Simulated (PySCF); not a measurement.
**PmCl3(NH3): other functionals and bases at one geometry**

One table from this session's results is given with a row withheld; the runs are named, their logs left out.

Method: several levels, as the steps say, no spin–orbit coupling; program: PySCF 2.14.0.

1 further run of the same task is left out (for a known fault of the program).

## The starting structure

8 atoms, charge 0, spin multiplicity 1.

Bond lengths: Pm1–Cl2 2.558 Å, Pm1–Cl3 2.558 Å, Pm1–Cl4 2.558 Å, Pm1–N5 2.541 Å, N5–H6 1.022 Å, N5–H7 1.022 Å, N5–H8 1.022 Å. Angles: Cl2–Pm1–Cl3 119.5°, Cl2–Pm1–Cl4 119.5°, Cl2–Pm1–N5 93.9°, Cl3–Pm1–Cl4 119.5°, Cl3–Pm1–N5 93.9°, Cl4–Pm1–N5 93.9°, Pm1–N5–H6 112.3°, Pm1–N5–H7 112.3°, Pm1–N5–H8 112.3°, H6–N5–H7 106.5°, H6–N5–H8 106.5°, H7–N5–H8 106.5°.

Coordinates:

```
Pm    0.03975   -0.03975    0.03975
Cl    1.18156    1.94359    1.18156
Cl   -1.94359   -1.18156    1.18156
Cl    1.18156   -1.18156   -1.94359
N    -1.42725    1.42725   -1.42725
H    -2.03720    2.03720   -0.87841
H    -0.87841    2.03720   -2.03720
H    -2.03720    0.87841   -2.03720
```

Formal oxidation states: Pm +3. Each metal's 4 4f electrons lie in its core potential, so multiplicities, spins and levels count the valence alone. An earlier session relaxed this geometry at PBE0, Pm lcecp-1-SVP with ECP50, Cl def2-SVP, N def2-SVP, H def2-SVP (singlet, point group C3v).

At PBE0 on the finer grid: E = -1470.586822 Eh, HOMO -8.36 eV, LUMO -1.16 eV, Mulliken charge on Pm1 +0.86 e, largest force component 0.006 eV/Å. 

Levels to run: revPBE; r2SCAN; PBE0, TZVP. Hardware: 2 threads of Arm Neoverse V1, shared host.

Set-up of the first run:

Contents of run.py (the lines that set the calculation):

```python
mol = gto.M(atom='''
Pm     0.03975    -0.03975     0.03975
Cl     1.18156     1.94359     1.18156
Cl    -1.94359    -1.18156     1.18156
Cl     1.18156    -1.18156    -1.94359
N     -1.42725     1.42725    -1.42725
H     -2.03720     2.03720    -0.87841
H     -0.87841     2.03720    -2.03720
H     -2.03720     0.87841    -2.03720''',
    basis={'Pm': 'lcecp-1-SVP', 'Cl': 'def2-SVP', 'N': 'def2-SVP', 'H': 'def2-SVP'},
    ecp={'Pm': 'lcecp-1-SVP'},
    charge=0, spin=0)
mf = dft.RKS(mol, xc='PBE_R,PBE')
mf.grids.atom_grid = (75, 302)  # f atoms: unpruned, at least (60, 302)
mf = mf.density_fit()  # fitting sets: Pm AutoAux, Cl def2-universal-JKFIT, N def2-universal-JKFIT, H def2-universal-JKFIT
mf.conv_tol = 1e-08; mf.max_cycle = 55
mf.kernel(dm0)  # dm0: the density of the relaxed state
```

Command:

```
$ OMP_NUM_THREADS=2 python run.py
```

Among the steps run: revPBE; r2SCAN; PBE0, TZVP.

One of the session's tables, all rows but one given; the rest of the session is left out.

| level | HOMO (eV) | gap (eV) | charge on Pm1 (e) | dipole (D) | largest force component (eV/Å) |
| --- | --- | --- | --- | --- | --- |
| PBE0 (relaxed here) | -8.36 | 7.21 | 0.86 | 5.08 | 0.01 |
| revPBE | ? | ? | ? | ? | ? |
| r2SCAN | -7.37 | 5.90 | 0.86 | 5.07 | 0.09 |
| PBE0, TZVP | -8.52 | 7.23 | 1.38 | 4.98 | 0.22 |

Q: Estimate the row for revPBE from the others.

As computed: HOMO (eV): -6.92; gap (eV): 5.20; charge on Pm1 (e): 0.73; dipole (D): 5.03; largest force component (eV/Å): 0.23. In the column «HOMO (eV)» it is the highest.

In one basis the HOMO–LUMO gap runs from 5.20 eV (revPBE) to 7.21 eV (PBE0). The largest leftover force, 0.23 eV/Å with revPBE, stands at a geometry relaxed at another level. With 4f in the core, its levels are missing from HOMO and gap, and its count is fixed, so no charge can pass from the ligands into it. Total energies of different levels can't be compared.
